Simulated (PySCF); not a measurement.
# C6H10N2Si: the cost of one run

Computed with PySCF 2.14.0 and routines of our own; the level stands in each step. Atoms count from 0.

## (1) The starting structure

19 atoms, charge 0, multiplicity 1; geometry from: GFN2-xTB.

## (2) Magnetic properties: GIAO PBE0/pcSseg-1

Job settings and geometry (Å):

```
{"job": {"kind": "mag", "xc": "PBE0", "basis": "pcSseg-1", "isotopologues": 0}, "charge": 0, "multiplicity": 1}
C      2.726242     0.739481    -0.653162
C      1.747616    -0.078757    -1.122687
N      1.090173    -0.588253    -0.029076
Si    -0.345882    -1.597832    -0.023854
C     -1.844174    -0.458095    -0.062062
C     -1.801739     0.838787    -0.829310
C     -1.814499     0.864737     0.660226
C      1.722405    -0.033345     1.043714
N      2.695227     0.756240     0.710726
H      3.448089     1.317412    -1.194793
H      1.462582    -0.350124    -2.118520
H     -0.270447    -2.365054     1.219171
H     -0.253894    -2.428444    -1.224887
H     -2.806849    -0.955796    -0.061650
H     -0.883676     1.110057    -1.329995
H     -2.690595     1.145229    -1.360947
H     -2.712405     1.188731     1.164899
H     -0.905650     1.152769     1.168418
H      1.427672    -0.248491     2.051492
```

Level: GIAO PBE0/pcSseg-1 magnetisability, rotational g tensor and spin-rotation constants, non-relativistic, gas phase.

Command:

```bash
OMP_NUM_THREADS=1 python excited_run.py task.json out
```

This one command runs all jobs of the session in turn.

Q: Estimate the wall time and peak memory of this first job on 1 thread of Arm Neoverse V2, shared host.

About 47 s, with a peak of 1 GiB.
